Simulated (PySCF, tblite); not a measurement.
**GeH₇NSi, a small molecule taken as a stand-in for a surface group (germyl): NMR shifts, core binding energies and electronic excitations**

Aim: the NMR shifts, core binding energies and electronic excitations of `[SiH3][NH][GeH3]`.

Computed with tblite 0.8.0 and PySCF 2.14.0; each step states its level. No surroundings beyond the atoms listed, unless a continuum is named. Atoms count from 0, parts from 1.

### Step 1. Starting point

10 atoms, charge 0, multiplicity 1; geometry: distance geometry start.

### Step 2. Relaxing the cluster with GFN2-xTB

The job: settings as JSON, then the geometry in Å.

```
{"job": {"kind": "relax", "xc": "GFN2-xTB", "basis": "xTB"}, "charge": 0, "multiplicity": 1}
Ge    -1.675370    -0.639213    -0.064397
N      0.114599     0.055421    -0.189829
Si     1.133087    -0.072020     1.291608
H     -1.703319    -1.799368     0.882515
H     -2.140169    -1.075540    -1.441024
H     -2.568945     0.440218     0.439996
H      0.564843    -0.151024    -1.089551
H      2.147500     0.923261     1.271706
H      0.298308     0.099579     2.439693
H      1.725042    -1.356677     1.373514
```

Level: GFN2-xTB geometry optimisation, gas phase.

Launch:

```console
> OMP_NUM_THREADS=1 python cluster_run.py task.json out
```

One launch serves the whole session: the jobs run in the order shown.

Log:

```text
step      E/eV     max force
  0    -276.31277    2.047
  1    -276.42452    0.812
  2    -276.47884    0.474
  3    -276.48925    0.364
  4    -276.50824    0.471
  5    -276.51975    0.558
  6    -276.53360    0.325
  7    -276.53981    0.290
  8    -276.54674    0.232
  9    -276.55152    0.284
 10    -276.55459    0.166
 11    -276.55629    0.117
 12    -276.55839    0.131
 13    -276.56111    0.208
 14    -276.56384    0.209
 15    -276.56607    0.128
 16    -276.56786    0.134
 17    -276.56947    0.124
 18    -276.57100    0.125
 19    -276.57239    0.138
 20    -276.57394    0.173
 21    -276.57569    0.195
 22    -276.57708    0.131
 23    -276.57787    0.065
 24    -276.57843    0.068
 25    -276.57921    0.104
 26    -276.58032    0.146
 27    -276.58132    0.119
 28    -276.58179    0.051
 29    -276.58194    0.042
 30    -276.58204    0.052
 31    -276.58218    0.046
 32    -276.58237    0.022
 33    -276.58241    0.013
 34    -276.58244    0.014
 35    -276.58248    0.021
 36    -276.58256    0.026
 37    -276.58266    0.024
 38    -276.58275    0.017
 39    -276.58280    0.021
 40    -276.58284    0.023
 41    -276.58289    0.022
 42    -276.58300    0.029
 43    -276.58318    0.040
 44    -276.58343    0.031
 45    -276.58365    0.031
 46    -276.58377    0.029
 47    -276.58389    0.027
 48    -276.58404    0.031
 49    -276.58436    0.051
 50    -276.58481    0.069
 51    -276.58531    0.064
 52    -276.58540    0.164
 53    -276.58578    0.047
 54    -276.58587    0.035
 55    -276.58603    0.048
 56    -276.58627    0.059
 57    -276.58674    0.060
 58    -276.58756    0.065
 59    -276.58853    0.084
 60    -276.58924    0.089
 61    -276.58972    0.115
 62    -276.59009    0.097
 63    -276.59096    0.081
 64    -276.59269    0.084
 65    -276.59501    0.084
 66    -276.59590    0.129
 67    -276.59668    0.136
 68    -276.59734    0.113
 69    -276.59861    0.059
 70    -276.59929    0.062
 71    -276.59995    0.116
 72    -276.60034    0.066
 73    -276.60072    0.123
 74    -276.60111    0.090
 75    -276.60175    0.052
 76    -276.60191    0.032
 77    -276.60201    0.017
 78    -276.60203    0.015
 79    -276.60207    0.012
 80    -276.60210    0.020
 81    -276.60214    0.022
 82    -276.60217    0.013
 83    -276.60219    0.010
 84    -276.60220    0.009
 85    -276.60221    0.013
 86    -276.60223    0.014
 87    -276.60226    0.017
 88    -276.60232    0.021
 89    -276.60240    0.031
 90    -276.60252    0.039
 91    -276.60267    0.035
 92    -276.60280    0.033
 93    -276.60290    0.027
 94    -276.60296    0.025
 95    -276.60302    0.025
 96    -276.60310    0.023
 97    -276.60320    0.033
 98    -276.60331    0.034
 99    -276.60341    0.032
100    -276.60349    0.029
101    -276.60354    0.022
102    -276.60360    0.022
103    -276.60365    0.018
104    -276.60369    0.017
105    -276.60371    0.017
106    -276.60373    0.008
```

Wall time 2.7 s (1 thread of Intel Xeon Platinum 8259CL at 2.50GHz, shared host).

Relaxation path:

```
step  energy from step 0 (eV)  largest force (eV/Å)
   0                   0.0000                2.0465
   4                  -0.1955                0.4717
   8                  -0.2340                0.2317
  12                  -0.2456                0.1312
  16                  -0.2551                0.1337
  20                  -0.2612                0.1730
  24                  -0.2657                0.0676
  28                  -0.2690                0.0506
  32                  -0.2696                0.0226
  36                  -0.2698                0.0257
  40                  -0.2701                0.0225
  44                  -0.2707                0.0319
  48                  -0.2713                0.0314
  52                  -0.2726                0.1633
  56                  -0.2735                0.0589
  60                  -0.2765                0.0888
  64                  -0.2799                0.0844
  68                  -0.2846                0.1128
  72                  -0.2876                0.0655
  76                  -0.2891                0.0324
  80                  -0.2893                0.0199
  84                  -0.2894                0.0094
  88                  -0.2896                0.0212
  92                  -0.2900                0.0324
  96                  -0.2903                0.0234
 100                  -0.2907                0.0289
 104                  -0.2909                0.0174
 106                  -0.2910                0.0081
```

Close pairs (by a distance rule), those that changed most:

```
  bond  before (Å)  after (Å)  change (Å)
Ge0–N1       1.924      1.813      -0.112
N1–Si2       1.802      1.735      -0.068
Si2–H9       1.417      1.471      +0.054
Si2–H7       1.421      1.463      +0.042
Si2–H8       1.430      1.462      +0.032
Ge0–H4       1.517      1.497      -0.020
 N1–H6       1.027      1.008      -0.019
Ge0–H3       1.498      1.505      +0.007
```

### Step 3. Optimising the geometry at PBE0-D3(BJ)/def2-SVP

The job: settings as JSON, then the geometry in Å.

```
{"job": {"xc": "PBE0", "basis": "def2-SVP", "d3": "d3bj", "grid": 2, "kind": "geom", "shake": 0.01}, "charge": 0, "multiplicity": 1}
Ge    -1.409983    -0.396220    -0.571558
N      0.271896     0.231534    -0.573553
Si     1.293100     0.354491     0.806264
H     -1.491483    -1.832292    -0.242504
H     -1.975560    -0.143756    -1.961910
H     -2.186127     0.416181     0.447125
H      0.772218     0.119900    -1.447594
H      2.517399     1.068982     0.332209
H      0.562913     1.113528     1.840481
H      1.687181    -0.957930     1.372514
```

Log:

```text
step   0  E = -2424.61793422  max force = 0.025782
step   1  E = -2424.62186428  max force = 0.004885
step   2  E = -2424.62215935  max force = 0.001176
step   3  E = -2424.62219728  max force = 0.000996
step   4  E = -2424.62223988  max force = 0.001062
step   5  E = -2424.62235195  max force = 0.001963
step   6  E = -2424.62240968  max force = 0.001622
step   7  E = -2424.62245750  max force = 0.000947
step   8  E = -2424.62247662  max force = 0.000944
step   9  E = -2424.62249418  max force = 0.000860
step  10  E = -2424.62252046  max force = 0.001224
step  11  E = -2424.62254038  max force = 0.000977
step  12  E = -2424.62254815  max force = 0.000404
optimisation converged
```

Run time: 2 min. Hardware: 1 thread of Intel Xeon Platinum 8259CL at 2.50GHz, shared host; peak memory 0.51 GiB.

Step by step:

```
step  energy from step 0 (eV)  largest force component (eV/Å)
   0                   0.0000                          1.3258
   1                  -0.1069                          0.2512
   2                  -0.1150                          0.0605
   3                  -0.1160                          0.0512
   4                  -0.1172                          0.0546
   5                  -0.1202                          0.1009
   6                  -0.1218                          0.0834
   7                  -0.1231                          0.0487
   8                  -0.1236                          0.0485
   9                  -0.1241                          0.0442
  10                  -0.1248                          0.0629
  11                  -0.1253                          0.0502
  12                  -0.1256                          0.0208
```

Close pairs (by a distance rule), those that changed most:

```
  bond  before (Å)  after (Å)  change (Å)
Ge0–H3       1.476      1.545      +0.069
Ge0–N1       1.795      1.839      +0.044
Ge0–H5       1.517      1.537      +0.020
Ge0–H4       1.522      1.541      +0.018
Si2–H9       1.483      1.501      +0.018
Si2–H8       1.476      1.494      +0.018
N1–Si2       1.721      1.734      +0.013
 N1–H6       1.013      1.016      +0.003
```

The end geometry stands in the next job.

```
                         at the end point                 value
  point group (found at 0.08 Å tolerance)                    C1
rotational constants (GHz, main isotopes)  23.153, 1.995, 1.922
                        dipole moment (D)                  1.00
```

### Step 4. Nuclear shieldings: PBE0/pcSseg-2

The job: settings as JSON, then the geometry in Å.

```
{"job": {"kind": "nmr", "xc": "PBE0", "basis": "pcSseg-2"}, "charge": 0, "multiplicity": 1}
Ge    -1.443849    -0.362948    -0.563931
N      0.363776    -0.023453    -0.544867
Si     1.353940     0.420124     0.808125
H     -1.756388    -1.863133    -0.367823
H     -2.005697     0.088457    -1.925470
H     -2.060023     0.448417     0.586274
H      0.847226    -0.300398    -1.394663
H      2.400003     1.406718     0.392161
H      0.458579     1.036958     1.832633
H      2.071016    -0.729416     1.452998
```

Method: GIAO PBE0/pcSseg-2 NMR shielding, non-relativistic, gas phase.

Log:

```text
coarse grid: 36256 points
cycle   1  E = -2425.0201042807  dE = -7.815e-01  |g| = 1.085e+00  |ddm| = 2.177e+00
cycle   2  E = -2424.9273124318  dE =  9.279e-02  |g| = 1.316e+00  |ddm| = 7.210e-01
cycle   3  E = -2425.0906345984  dE = -1.633e-01  |g| = 1.704e-01  |ddm| = 5.276e-01
cycle   4  E = -2425.0954884532  dE = -4.854e-03  |g| = 8.549e-02  |ddm| = 1.286e-01
cycle   5  E = -2425.0967045743  dE = -1.216e-03  |g| = 6.565e-03  |ddm| = 4.127e-02
cycle   6  E = -2425.0967103413  dE = -5.767e-06  |g| = 1.298e-03  |ddm| = 4.512e-03
final grid: 73560 points
cycle   7  E = -2425.0967122395  dE = -9.254e-08  |g| = 1.128e-03  |ddm| = 2.204e-03
cycle   8  E = -2425.0967120634  dE =  1.762e-07  |g| = 1.446e-03  |ddm| = 1.731e-03
cycle   9  E = -2425.0967125216  dE = -4.582e-07  |g| = 2.915e-04  |ddm| = 9.265e-04
cycle  10  E = -2425.0967125376  dE = -1.601e-08  |g| = 1.028e-05  |ddm| = 1.724e-04
cycle  11  E = -2425.0967125376  dE = -2.046e-11  |g| = 5.654e-06  |ddm| = 9.977e-06
converged SCF energy = -2425.0967125376

GIAO shielding tensors (ppm)
atom      isotropic    diamagn.    paramagn.     s11        s22        s33       span
  0 Ge    1460.015    2754.503   -1294.488   1343.548   1387.659   1648.839    305.292
  1 N      271.169     317.477     -46.308    249.517    254.190    309.799     60.282
  2 Si     389.112     876.840    -487.728    345.498    352.143    469.695    124.197
  3 H       26.358      28.186      -1.827     19.809     21.893     37.373     17.564
  4 H       26.432      28.045      -1.614     19.965     22.101     37.230     17.265
  5 H       26.613      28.713      -2.100     20.617     22.862     36.359     15.742
  6 H       32.313      31.941       0.372     22.183     29.788     44.967     22.785
  7 H       26.333      28.167      -1.835     22.871     24.396     31.732      8.861
  8 H       26.569      29.134      -2.565     23.377     25.481     30.850      7.473
  9 H       26.352      28.309      -1.957     22.802     24.296     31.959      9.157
```

Run time: 38 s. Hardware: 1 thread of Intel Xeon Platinum 8259CL at 2.50GHz, shared host; peak memory 1 GiB.

The references, computed at this level on geometries of the same kind, shield at (ppm): 1H TMS 31.25, 29Si TMS 341.3, 15N NH3 261.7, 73Ge GeMe4 1337. Their shielding less the atom's gives the shift. The references are single molecules in the gas phase, so shifts against H2O, NH3, PH3, H3PO4 or CFCl3 are not on the usual liquid scales and can be off by tens of ppm.

```
atoms                              environment  σ (ppm)  δ (ppm)
   H7        hydrogen on a silicon bonded to N    26.33     4.91
   H9        hydrogen on a silicon bonded to N    26.35     4.89
   H3      hydrogen on a germanium bonded to N    26.36     4.89
   H4      hydrogen on a germanium bonded to N    26.43     4.81
   H8        hydrogen on a silicon bonded to N    26.57     4.68
   H5      hydrogen on a germanium bonded to N    26.61     4.63
   H6  hydrogen on a nitrogen bonded to Ge, Si    32.31    -1.07
  Ge0               germanium bonded to N, 3 H     1460     -123
   N1             nitrogen bonded to Ge, Si, H    271.2     -9.5
  Si2                 silicon bonded to N, 3 H    389.1    -47.8
```

The run also stored atomic charges by several schemes (e):

```
atoms  Mulliken    IAO  Hirshfeld  ESP fit
  Ge0      0.48   0.62       0.36     0.34
   N1     -0.67  -0.92      -0.35    -0.67
  Si2      0.71   0.75       0.34     0.45
```

Mayer bond orders: Ge0–N1 0.96, N1–Si2 0.94.

### Step 5. Core-electron binding energies: SCAN, X2C

The job, as its differences from that of step 4:

```diff
@@ -1,2 +1,2 @@
-{"job": {"kind": "nmr", "xc": "PBE0", "basis": "pcSseg-2"}, "charge": 0, "multiplicity": 1}
+{"job": {"kind": "xps", "holes": 5}, "charge": 0, "multiplicity": 1}
 Ge    -1.443849    -0.362948    -0.563931
```

Method: delta-SCF UKS SCAN, pcX-2 on the ionised atom, pcseg-1 elsewhere, spin-free X2C.

Log:

```text
ground state, core basis on atom 1 (N), 125 functions
  cycle   1  E = -2442.92438553  |g| = 5.15e-01
  cycle   2  E = -2442.76236903  |g| = 9.79e-01
  cycle   3  E = -2442.97791603  |g| = 9.13e-02
  cycle   4  E = -2442.98015024  |g| = 2.16e-02
  cycle   5  E = -2442.98026416  |g| = 6.40e-03
  cycle   6  E = -2442.98027786  |g| = 2.75e-03
  cycle   7  E = -2442.98027615  |g| = 2.85e-04
  E(ground) = -2443.14358718 Eh
hole in N 1s of atom 1
  cycle   1  E = -2427.40905527  |g| = 1.87e+00
  cycle   2  E = -2426.67067786  |g| = 2.12e+00
  cycle   3  E = -2428.07728069  |g| = 3.88e-01
  cycle   4  E = -2428.12834508  |g| = 8.15e-02
  cycle   5  E = -2428.13135685  |g| = 1.72e-02
  cycle   6  E = -2428.13152923  |g| = 5.10e-03
  cycle   7  E = -2428.13154523  |g| = 1.47e-03
  cycle   8  E = -2428.13154667  |g| = 4.94e-04
  E(ion) = -2428.29371666 Eh   <S^2> = 0.7666   hole on atom = 1.000   binding energy = 404.086 eV
ground state, core basis on atom 2 (Si), 136 functions
  cycle   1  E = -2443.06055321  |g| = 2.88e-01
  cycle   2  E = -2443.06060454  |g| = 4.57e-02
  cycle   3  E = -2443.06050241  |g| = 4.20e-02
  cycle   4  E = -2443.06076788  |g| = 1.53e-02
  cycle   5  E = -2443.06082040  |g| = 1.34e-03
  cycle   6  E = -2443.06082205  |g| = 1.14e-04
  E(ground) = -2443.18498789 Eh
hole in Si 2p of atom 2
  cycle   1  E = -2438.79263774  |g| = 1.23e+00
  cycle   2  E = -2438.74183467  |g| = 1.03e+00
  cycle   3  E = -2439.08191748  |g| = 2.35e-01
  cycle   4  E = -2439.10354188  |g| = 1.35e-01
  cycle   5  E = -2439.11134535  |g| = 4.53e-02
  cycle   6  E = -2439.11243374  |g| = 5.36e-03
  cycle   7  E = -2439.11244600  |g| = 1.97e-03
  cycle   8  E = -2439.11244736  |g| = 3.00e-04
  E(ion) = -2439.24778039 Eh   <S^2> = 0.7517   hole on atom = 1.003   binding energy = 107.137 eV
  2p3/2 = 106.912 eV   2p1/2 = 107.536 eV
```

Run time: 13 s. Hardware: 1 thread of Intel Xeon Platinum 8259CL at 2.50GHz, shared host; peak memory 0.52 GiB.

The holes in one table. −ε is the ground-state orbital energy:

```
       hole  stands for                   environment  ΔSCF (eV; 2p as the shell's mean)  −ε (eV)   ⟨S²⟩
  N1s on N1          N1  nitrogen bonded to Ge, Si, H                             404.09    385.6  0.767
Si2p on Si2         Si2      silicon bonded to N, 3 H                             107.12     96.2  0.752
```

With the spin-orbit splitting: Si2 2p3/2 106.91, 2p1/2 107.54 eV. The table gives each 2p level as the mean over the whole 2p shell (two parts 2p3/2, one part 2p1/2), which differs a little from the single hole in the log.

### Step 6. TDDFT and polarisability: CAM-B3LYP/def2-SVPD

The job, as its differences from that of step 5:

```diff
@@ -1,2 +1,2 @@
-{"job": {"kind": "xps", "holes": 5}, "charge": 0, "multiplicity": 1}
+{"job": {"kind": "uv", "xc": "CAM-B3LYP", "basis": "def2-SVPD", "nstates": 6, "ntriplets": 2, "ip": true}, "charge": 0, "multiplicity": 1}
 Ge    -1.443849    -0.362948    -0.563931
```

Level: TDDFT CAM-B3LYP/def2-SVPD, vertical, gas phase, core orbitals frozen in the response.

Log:

```text
coarse grid: 36256 points
cycle   1  E = -2425.1288710350  dE = -7.308e-01  |g| = 5.438e-01  |ddm| = 3.445e+00
cycle   2  E = -2425.1105314002  dE =  1.834e-02  |g| = 6.315e-01  |ddm| = 1.012e+00
cycle   3  E = -2425.1762566760  dE = -6.573e-02  |g| = 5.919e-02  |ddm| = 5.598e-01
cycle   4  E = -2425.1769629754  dE = -7.063e-04  |g| = 2.785e-02  |ddm| = 9.283e-02
cycle   5  E = -2425.1770838929  dE = -1.209e-04  |g| = 2.571e-03  |ddm| = 2.832e-02
cycle   6  E = -2425.1770861086  dE = -2.216e-06  |g| = 3.383e-04  |ddm| = 7.136e-03
final grid: 73560 points
cycle   7  E = -2425.1770841873  dE = -5.259e-08  |g| = 2.143e-04  |ddm| = 1.550e-03
cycle   8  E = -2425.1770841894  dE = -2.135e-09  |g| = 2.290e-04  |ddm| = 6.222e-04
cycle   9  E = -2425.1770842002  dE = -1.080e-08  |g| = 3.357e-05  |ddm| = 2.197e-04
cycle  10  E = -2425.1770842005  dE = -3.347e-10  |g| = 1.019e-05  |ddm| = 4.804e-05
converged SCF energy = -2425.1770842005

Static polarisability (au): isotropic 67.274, principal 61.179 62.158 78.487

Singlet excitations
state   eV       nm        f      main configurations
  1   5.9379    208.8   0.00348   H->L 0.91
  2   6.8325    181.5   0.04034   H->L+1 0.80
  3   7.2340    171.4   0.00373   H->L+3 0.77, H->L+2 0.12
  4   7.5093    165.1   0.01372   H->L+2 0.65, H->L+3 0.12, H->L+5 0.09
  5   7.6753    161.5   0.00995   H->L+5 0.50, H->L+4 0.16, H->L+2 0.11
  6   7.7304    160.4   0.00824   H->L+4 0.63, H->L+5 0.23

Triplet excitations (Tamm-Dancoff, eV): 5.5625 6.5479
Vertical ionisation energy (delta-SCF) = 9.3577 eV
```

Wall time 40 s (1 thread of Intel Xeon Platinum 8259CL at 2.50GHz, shared host); peak memory 0.67 GiB.

Frontier orbitals and where they lie:

```
orbital      eV                        atoms
 HOMO−3  -11.08   Ge0 29 %, H5 22 %, H4 13 %
 HOMO−2  -10.91  Si2 22 %, Ge0 21 %, H9 14 %
 HOMO−1  -10.71  Si2 28 %, H8 18 %, Ge0 14 %
   HOMO   -8.61  N1 54 %, Si2 12 %, Ge0 10 %
   LUMO    0.70  Ge0 31 %, Si2 21 %, H6 11 %
 LUMO+1    1.09   Ge0 46 %, H4 12 %, H3 12 %
 LUMO+2    1.68  Si2 48 %, H7 12 %, Ge0 11 %
```

With each of the 6 states as a Gaussian band of 0.4 eV half-width at 1/e, the curve within the window shown has maxima at 180 nm (ε 1,700), 164 nm (ε 1,300) L/(mol cm). Beyond the last state computed it falls off for lack of states. The curve at chosen wavelengths:

| nm | ε (L/mol/cm) |
| --- | --- |
| 154 | 478 |
| 157 | 855 |
| 160 | 1182 |
| 163 | 1328 |
| 166 | 1305 |
| 169 | 1258 |
| 172 | 1322 |
| 176 | 1576 |
| 179 | 1725 |
| 182 | 1696 |
| 185 | 1470 |
| 188 | 1124 |
| 191 | 772 |
| 194 | 493 |
| 197 | 312 |
| 200 | 217 |
| 203 | 176 |
| 206 | 160 |
| 209 | 150 |
| 213 | 130 |
| 216 | 108 |
| 219 | 85 |
| 222 | 62 |
| 225 | 43 |
| 228 | 28 |
| 231 | 17 |

Ground-state properties from the same run:

```
           property  computed
  dipole moment (D)      0.96
polarisability (Å³)      9.97
 HOMO–LUMO gap (eV)      9.32
      −ε(HOMO) (eV)      8.61
```

### Step 7. Outcome

| quantity | value |
| --- | --- |
| point group | C1 |
| rotational constants (main isotopes) | 23.15, 2.00, 1.92 GHz |
| 1H shifts against TMS (PBE0/pcSseg-2) | 4.91, 4.89, 4.89, 4.81, 4.68, 4.63, -1.07 ppm |
| 73Ge shifts against GeMe4 (PBE0/pcSseg-2) | -123 ppm |
| 15N shifts against NH3 (PBE0/pcSseg-2) | -9.5 ppm |
| 29Si shifts against TMS (PBE0/pcSseg-2) | -47.8 ppm |
| N1s binding energies, SCAN/pcX-2 | N1 404.09 eV |
| Si2p binding energies, SCAN/pcX-2 | Si2 107.12 eV |
| lowest singlet (CAM-B3LYP/def2-SVPD) | 5.94 eV (209 nm), f = 0.003 |
| brightest single state of those computed | state 2, 6.83 eV, f = 0.040 |
| lowest triplet | 5.56 eV |
| vertical ionisation energy (ΔSCF) | 9.36 eV |

What this shows: The optimisation took 12 steps and gained 0.126 eV; among the close pairs (by a distance rule), Ge0–H3 changed most, from 1.476 to 1.545 Å (PBE0/def2-SVP). No frequency check was run at this level, so the end point may be a saddle. At PBE0/pcSseg-2: The largest span, 305 ppm, is at Ge0, where the paramagnetic term is -1294 ppm. The lowest singlet, at 5.94 eV, is HOMO→LUMO 0.91 and is weak; of the 6 states computed, the strongest absorption comes from state 2 at 6.83 eV. The lowest triplet lies 0.38 eV below the lowest singlet (triplets in Tamm-Dancoff, singlets in full TDDFT). The orbital energy would give 8.61 eV for ionisation, ΔSCF gives 9.36 eV. Spin-orbit coupling is left out, which matters for shieldings and couplings at and beside the heavy atoms.
